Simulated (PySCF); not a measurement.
**SbBr (triplet) under other conditions**

Aim: change spin, charge, geometry, field or solvent of SbBr (triplet), one at a time, and compare with the base run.

Computed with PySCF 2.14.0. Level: each script names its method and basis.

2 further runs of the same task are left out: 1 for a known fault of the program, 1 that didn't finish.

### 1 Where the work starts

SbBr (triplet): 2 atoms, charge 0, spin multiplicity 3.

Bond lengths: Sb1–Br2 2.356 Å.

### 2 Base script

input.py reads:

```python
from pyscf import gto, dft

mol = gto.M(
    atom='Sb 0 0 0; Br 0 0 2.356',
    basis='lanl2dz',
    ecp={'Sb': 'lanl2dz', 'Br': 'lanl2dz'},
    charge=0,
    spin=2,
    verbose=4,
)
mf = dft.UKS(mol, xc='m062x')
mf.kernel()
mf.dip_moment()
print('orbital energies (hartree):', [e[max(0, n-3):n+3].round(4) for e, n in zip(mf.mo_energy, mol.nelec)])
```

Started as:

```
$ OMP_NUM_THREADS=1 python input.py
```

The log of this run is left out.

Base result: E(SCF) = -18.466913 Eh, 9 cycles, ⟨S²⟩ = 2.002, μ = 2.06 D.

The bond length is a typed value, not an optimised one. The triplet is typed in the script; nothing here shows that it is the ground state.

### 3 Bond 0.5 Å

Edit 1 changes bond length: 2.356 Å → 0.5 Å.

input.py reads:

```python
from pyscf import gto, dft

mol = gto.M(
    atom='Sb 0 0 0; Br 0 0 0.5',
    basis='lanl2dz',
    ecp={'Sb': 'lanl2dz', 'Br': 'lanl2dz'},
    charge=0,
    spin=2,
    verbose=4,
)
mf = dft.UKS(mol, xc='m062x')
mf.kernel()
mf.dip_moment()
print('orbital energies (hartree):', [e[max(0, n-3):n+3].round(4) for e, n in zip(mf.mo_energy, mol.nelec)])
```

Started as:

```
$ OMP_NUM_THREADS=1 python input.py
```

### 4 Bond 2.945 Å

Edit 2 changes bond length: 2.356 Å → 2.945 Å.

input.py: that of step 2 with these lines changed.

```diff
@@ -3,3 +3,3 @@
 mol = gto.M(
-    atom='Sb 0 0 0; Br 0 0 2.356',
+    atom='Sb 0 0 0; Br 0 0 2.945',
     basis='lanl2dz',
```

### 5 Quintet

Edit 3 changes spin (2S): 2 → 4.

input.py: that of step 2 with these lines changed.

```diff
@@ -7,3 +7,3 @@
     charge=0,
-    spin=2,
+    spin=4,
     verbose=4,
```

### 6 Electric field -0.01 a.u.

Edit 4 changes electric field: none → -0.01 a.u.

input.py: that of step 2 with these lines changed.

```diff
@@ -11,2 +11,7 @@
 mf = dft.UKS(mol, xc='m062x')
+field = -0.01  # electric field along z, atomic units
+h = mf.get_hcore() + field*mol.intor('int1e_r')[2]
+mf.get_hcore = lambda *args: h
+e_nuc = mol.energy_nuc() - field*mol.atom_charges() @ mol.atom_coords()[:, 2]
+mf.energy_nuc = lambda *args: e_nuc
 mf.kernel()
```

Before running it: what results should come out? Wanted: for each run, E(SCF); from base; gap, α spin; SCF dipole.

The runs gave:

```
                      run  E(SCF) (hartree)  from base (eV)  cycles  gap, α spin (eV)  SCF dipole (D)
                     base        -18.466913               0       9              6.31            2.06
 bond 0.5 Å (poor choice)          4.825055       +633.8068      10              2.25            3.47
             bond 2.945 Å        -18.471412         -0.1224      11              4.79            4.57
                  quintet        -18.232216         +6.3864      10             12.07            3.39
electric field -0.01 a.u.        -18.478089         -0.3041       8              6.35            3.61
```

**Reading.** Of the runs whose energies can be compared, “bond 0.5 Å” moves the SCF energy most (+633.807 eV). The quintet solution found lies 6.39 eV above the base triplet at this geometry and level. With bond 0.5 Å the frontier gap moves by over 1.5 eV, which can mean another electronic state rather than the bond length alone. With bond 2.945 Å the frontier gap moves by over 1.5 eV, which can mean another electronic state rather than the bond length alone. Rows marked «poor choice» come from settings spoiled on purpose.
